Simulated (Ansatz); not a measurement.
# AsMg: the cost of one run

Method: def2-QZVPP, all electrons in the functionals, frozen cores in the correlation of double hybrids and RPA; program: Ansatz 0.2.0, Gaussian basis.

To be run: B2PLYP, at charge 0, doublet; charge 0, quartet; charge 1, singlet; charge 1, triplet.

8 further runs of the same task are left out: 8 set aside as unsound or not needed.

**1. What is computed**

The geometry is a PBE0/def2-TZVP stationary point (not a proven minimum). No spin-orbit coupling is included. The filled d shell of As may be among the frozen orbitals whatever the setting's name suggests; the logs give the count.

2 atoms, charge 0, spin multiplicity 2.

Atoms are counted from 1 here; the program's logs count them from 0.

Bond lengths: As1–Mg2 2.602 Å.

As a file:

```xyz
2
AsMg
As    0.0000    0.0000    0.0000
Mg    0.0000    0.0000    2.6016
```

No dispersion term is added.

The geometry shown and the zero of energy belong to the point charge 0, doublet. The yardstick, RCCSD(T), and other wave-function levels (R restricted, U unrestricted, valence and pair active spaces) come from earlier runs.

**2. B2PLYP, charge 0, doublet**

The input, in.yaml:

```yaml
crystal:
  periodic: [false, false, false]
  atoms:
    - {symbol: As, position_ang: [0.000000, 0.000000, 0.000000]}
    - {symbol: Mg, position_ang: [0.000000, 0.000000, 2.601600]}
basis:
  gaussian: {orbitals: "def2-QZVPP.json"}
magnetization: {spin_polarized: true, initial_magnetization: 1}
hamiltonian: {xc: {name: B2PLYP}}
correlation: {electrons: outside_noble_gas}
```

On the command line:

```sh
> ansatz run in.yaml --threads 1 --pin off --events-out ev --progress --plain --max-ram 2393MiB
```

Q: Estimate wall time and peak memory on 1 thread of Arm Neoverse V2, shared host.

About 60 s, with a peak of 0.51 GiB.
